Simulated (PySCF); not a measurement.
# [TmF3(NH3)]−: other functionals and bases at one geometry

Aim: see how levels, charges and forces of [TmF3(NH3)]− depend on the level of theory. The structure is generated, not taken from experiment.

Computed with PySCF 2.14.0. Level: several levels, as the steps say, no spin–orbit coupling.

1 further run of the same task is left out (for a known fault of the program).

### Step 1. Where the work starts

8 atoms, charge -1, spin multiplicity 1.

Bond lengths: Tm1–F2 2.182 Å, Tm1–F3 2.182 Å, Tm1–F4 2.182 Å, Tm1–N5 2.648 Å, N5–H6 1.018 Å, N5–H7 1.018 Å, N5–H8 1.018 Å. Angles: F2–Tm1–F3 119.6°, F2–Tm1–F4 119.6°, F2–Tm1–N5 93.5°, F3–Tm1–F4 119.6°, F3–Tm1–N5 93.5°, F4–Tm1–N5 93.5°, Tm1–N5–H6 110.8°, Tm1–N5–H7 110.8°, Tm1–N5–H8 110.8°, H6–N5–H7 108.1°, H6–N5–H8 108.1°, H7–N5–H8 108.1°.

Geometry (Å):

```xyz
8
F3H3NTm
Tm    0.1367   -0.1367    0.1367
F     1.1033    1.5638    1.1033
F    -1.5638   -1.1033    1.1033
F     1.1033   -1.1033   -1.5638
N    -1.3921    1.3921   -1.3921
H    -1.9891    1.9891   -0.8238
H    -0.8238    1.9891   -1.9891
H    -1.9891    0.8238   -1.9891
```

Formal oxidation states: Tm +2. Each metal's 13 4f electrons lie in its core potential, so multiplicities, spins and levels count the valence alone. An earlier session relaxed this geometry at PBE0, Tm lcecp-0-SVP with ECP59, F def2-SVP, N def2-SVP, H def2-SVP (singlet, point group C3v).

At PBE0 on the finer grid: E = -388.174870 Eh, frontier levels not given, since the 4f levels lie in the core, Mulliken charge on Tm1 +0.63 e, largest force component 0.009 eV/Å. 

Levels to run: TPSS; PBE; PBE0, TZVP. Hardware: 2 threads of Arm Neoverse V1, shared host.

### Step 2. TPSS

Contents of run.py (the lines that set the calculation):

```python
mol = gto.M(atom='''
Tm     0.13671    -0.13671     0.13671
F      1.10328     1.56385     1.10328
F     -1.56385    -1.10328     1.10328
F      1.10328    -1.10328    -1.56385
N     -1.39214     1.39214    -1.39214
H     -1.98912     1.98912    -0.82383
H     -0.82383     1.98912    -1.98912
H     -1.98912     0.82383    -1.98912''',
    basis={'Tm': 'lcecp-0-SVP', 'F': 'def2-SVP', 'N': 'def2-SVP', 'H': 'def2-SVP'},
    ecp={'Tm': 'lcecp-0-SVP'},
    charge=-1, spin=0)
mf = dft.RKS(mol, xc='TPSS')
mf.grids.atom_grid = (75, 302)  # f atoms: unpruned, at least (60, 302)
mf = mf.density_fit()  # fitting sets: Tm AutoAux, F def2-universal-JKFIT, N def2-universal-JKFIT, H def2-universal-JKFIT
mf.conv_tol = 1e-08; mf.max_cycle = 55
mf.kernel(dm0)  # dm0: the density of the relaxed state
```

Run with:

```sh
$ OMP_NUM_THREADS=2 python run.py
```

### Step 3. PBE

run.py (the lines that set the calculation), as its differences from that of step 2:

```diff
@@ -12,3 +12,3 @@
     charge=-1, spin=0)
-mf = dft.RKS(mol, xc='TPSS')
+mf = dft.RKS(mol, xc='PBE')
 mf.grids.atom_grid = (75, 302)  # f atoms: unpruned, at least (60, 302)
```

### Step 4. PBE0, TZVP

Basis: Tm lcecp-0-TZVP with ECP59, F def2-TZVP, N def2-TZVP, H def2-TZVP. 

run.py (the lines that set the calculation), as its differences from that of step 3:

```diff
@@ -9,6 +9,6 @@
 H     -1.98912     0.82383    -1.98912''',
-    basis={'Tm': 'lcecp-0-SVP', 'F': 'def2-SVP', 'N': 'def2-SVP', 'H': 'def2-SVP'},
-    ecp={'Tm': 'lcecp-0-SVP'},
+    basis={'Tm': 'lcecp-0-TZVP', 'F': 'def2-TZVP', 'N': 'def2-TZVP', 'H': 'def2-TZVP'},
+    ecp={'Tm': 'lcecp-0-TZVP'},
     charge=-1, spin=0)
-mf = dft.RKS(mol, xc='PBE')
+mf = dft.RKS(mol, xc='PBE0')
 mf.grids.atom_grid = (75, 302)  # f atoms: unpruned, at least (60, 302)
@@ -16,2 +16,2 @@
 mf.conv_tol = 1e-08; mf.max_cycle = 55
-mf.kernel(dm0)  # dm0: the density of the relaxed state
+mf.kernel(dm0)  # dm0: free metal ions and neutral atoms
```

**Question.** What will these runs give? Wanted: for each run, charge on Tm1; dipole; largest force.

**Answer**, as computed:

| level | state | charge on Tm1 (e) | dipole (D) | largest force (eV/Å) | basis functions | time |
| --- | --- | --- | --- | --- | --- | --- |
| PBE0 (relaxed here) | singlet | 0.63 | 4.73 | 0.01 | 102 | 16 s |
| TPSS | singlet | 0.49 | 4.67 | 0.21 | 102 | 9.2 s |
| PBE | singlet | 0.38 | 4.70 | 0.24 | 102 | 6.1 s |
| PBE0, TZVP | singlet | 1.16 | 4.48 | 0.24 | 189 | 16 s |

Times are on 2 threads of Arm Neoverse V1, shared host; the first row also made further properties. The dipole of a charged species depends on the origin, so these sizes hold for this origin alone.

The largest leftover force, 0.24 eV/Å with PBE, stands at a geometry relaxed at another level. The Mulliken charge on Tm spans +0.38 to +1.16 e over the levels. With 4f in the core, its levels are missing from HOMO and gap. Total energies of different levels can't be compared. Spin–orbit coupling is left out throughout.
